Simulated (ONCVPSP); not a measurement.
**Pseudopotential generation for rubidium: ONCV, PBE**

Do these settings give a usable potential? It is generated, then checked for transferability, scattering, ghosts and hardness.

The numbers are computed with ONCVPSP 4.0.1.1 (patched build) (PBE, scalar-relativistic, spin-unpolarised reference atom).

## 1. Starting point

Typed settings, in words:

| Item | Value |
| --- | --- |
| element | rubidium (Rb, Z = 37) |
| type | optimised norm-conserving Vanderbilt (ONCV) |
| frozen core | [Kr] |
| valence charge | 1 |
| reference configuration | 4d0.5 5s0.5 |
| partial waves | 5s: rc 3.55 bohr, ncon 5, nbas 8, qcut 2.2 1/bohr, 2 projectors, debl 2 Ha; p scattering state at 0.12 Ha: rc 3.55 bohr, ncon 4, nbas 7, qcut 2 1/bohr, local; 4d: rc 4.00 bohr, ncon 4, nbas 7, qcut 2.6 1/bohr, 2 projectors, debl 2.1 Ha |
| local potential | the p channel |
| core correction | polynomial model core, fcfact 0.2 |

The nodes and maxima of the atom's own shells, from an earlier all-electron run, set the scale for the radii.

All-electron outer shells of the reference configuration (PBE, scalar-relativistic, ld1.x):

```json
{"shell": "4p", "level (eV)": "-16.72", "outermost node (bohr)": "0.64", "outermost maximum (bohr)": "1.42"}
{"shell": "5s", "level (eV)": "-2.64", "outermost node (bohr)": "1.78", "outermost maximum (bohr)": "4.22"}
{"shell": "5p", "level (eV)": "-1.10", "outermost node (bohr)": "2.19", "outermost maximum (bohr)": "6.21"}
{"shell": "4d", "level (eV)": "-0.39", "outermost node (bohr)": "0.70", "outermost maximum (bohr)": "6.70"}
```

## 2. Generating the potential

File Rb.dat:

```
# ATOM AND REFERENCE CONFIGURATION
# atsym  z   nc   nv     iexc    psfile
  Rb 37.00    8    2        4      upf
#
#   n    l    f
    1    0    2.00
    2    0    2.00
    2    1    6.00
    3    0    2.00
    3    1    6.00
    3    2   10.00
    4    0    2.00
    4    1    6.00
    4    2    0.50
    5    0    0.50
#
# PSEUDOPOTENTIAL AND OPTIMIZATION
# lmax
    2
#
#   l,   rc,      ep,       ncon, nbas, qcut
    0    3.55    0.00    5    8    2.20
    1    3.55    0.12    4    7    2.00
    2    4.00    0.00    4    7    2.60
#
# LOCAL POTENTIAL
# lloc, lpopt,  rc(5),   dvloc0
    1    5    3.55    0.00
#
# VANDERBILT-KLEINMAN-BYLANDER PROJECTORs
# l, nproj, debl
    0    2    2.00
    1    0    4.00
    2    2    2.10
#
# MODEL CORE CHARGE
# icmod, fcfact, rcfact
    1    0.20    0.00
#
# LOG DERIVATIVE ANALYSIS
# epsh1, epsh2, depsh
   -2.00    5.00    0.02
#
# OUTPUT GRID
# rlmax, drl
    6.00    0.01
#
# TEST CONFIGURATIONS
# ncnf
    4
# nvcnf
#   n    l    f
    2
    4    2    0.00
    5    0    1.00
#
    2
    4    2    0.00
    5    0    0.50
#
    3
    4    2    0.00
    5    0    0.00
    5    1    1.00
#
    2
    4    2    1.00
    5    0    0.00
#
```

On the command line:

```console
$ oncvpsp.x < Rb.dat > Rb.out
```

What does the calculation give? Wanted: cutoffs for 1 and 0.1 mHa per electron, occupied waves; bound ghosts; GHOST(+) flags; largest test error; largest phase difference near zero energy, channels read; rms error of d²Exc/dn², without and with the model core.

As calculated:

```
                                                quantity                                       value
  cutoffs for 1 and 0.1 mHa per electron, occupied waves                           2.7 Ha and 8.8 Ha
                                            bound ghosts                                  none found
                                          GHOST(+) flags                                  s at 45 eV
                            largest test error (AE − PS)  +24 meV, for 4d0 5s0 5p1 (1 test unsolved)
largest phase difference near zero energy, channels read                                   0.133 rad
 rms error of d²Exc/dn², without and with the model core                          12.11 and 4.78 mHa
```

What this shows: The worst unpolarised test, 4d0 5s0 5p1, is off by 24 meV on 0.4 eV; by total energies transferability rates as good where solved. Of the tests 1 gave no usable energy difference, which is a warning in itself. By its cutoff, 2.7 Ha for the looser tolerance, it is soft on the atom at that tolerance. The tighter tolerance needs 8.8 Ha, and converged work needs a cutoff nearer that. At the looser tolerance the 4d wave is the slowest; 5s needs 1 Ha. That counts occupied waves only; other projectors can need more. No bound ghost shows below the valence levels. Near zero energy the largest phase difference among the channels read is 0.13 rad, in the d channel. The program also flags highly localised states, GHOST(+) (s).
